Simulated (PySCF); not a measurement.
# C3H9GeN: the cost of one run

The runs use PySCF 2.14.0, with density-fitted response routines of our own; the level of theory stands in each step. All values are computed, except where a source is named. Atoms count from 0, in the outputs and in this text.

### 1 The starting structure

14 atoms, charge 0, multiplicity 1; geometry from: PBE0-D3(BJ)/def2-SVP.

Bonds of the start (Å): C0–C1 1.34, C1–C2 1.49, C2–Ge3 1.97, Ge3–N4 1.84, C0–H5 1.10, C0–H6 1.09, C1–H7 1.10, C2–H8 1.10, C2–H9 1.10, Ge3–H10 1.55, Ge3–H11 1.54, N4–H12 1.02, N4–H13 1.02.

### 2 Core holes by ΔSCF: SCAN, X2C

Job settings and geometry (Å):

```
{"job": {"kind": "xps"}, "charge": 0, "multiplicity": 1}
C     -2.134860     0.155444     0.973118
C     -1.160469     0.646597     0.201534
C     -0.559821    -0.025001    -0.984427
Ge     1.203726    -0.770119    -0.537582
N      2.153238     0.584856     0.273476
H     -2.603092    -0.809733     0.753043
H     -2.501154     0.701025     1.846361
H     -0.723666     1.618575     0.465737
H     -1.195839    -0.843947    -1.355908
H     -0.399874     0.690256    -1.806996
H      0.996911    -2.025706     0.349339
H      1.993885    -1.160160    -1.803991
H      3.141529     0.377757     0.396998
H      1.778278     0.850115     1.181828
```

With the program's defaults for keys left out, this is: delta-SCF UKS SCAN, pcX-2 on the ionised atom, pcseg-1 elsewhere, spin-free X2C.

On the command line:

```sh
$ OMP_NUM_THREADS=1 python probes_run.py task.json out
```

This one command runs all jobs of the session in turn.

**Question.** How long does this first job take on 1 thread of Arm Neoverse V2, shared host, and how much memory does it need?

About 40 s, with a peak of 0.53 GiB.
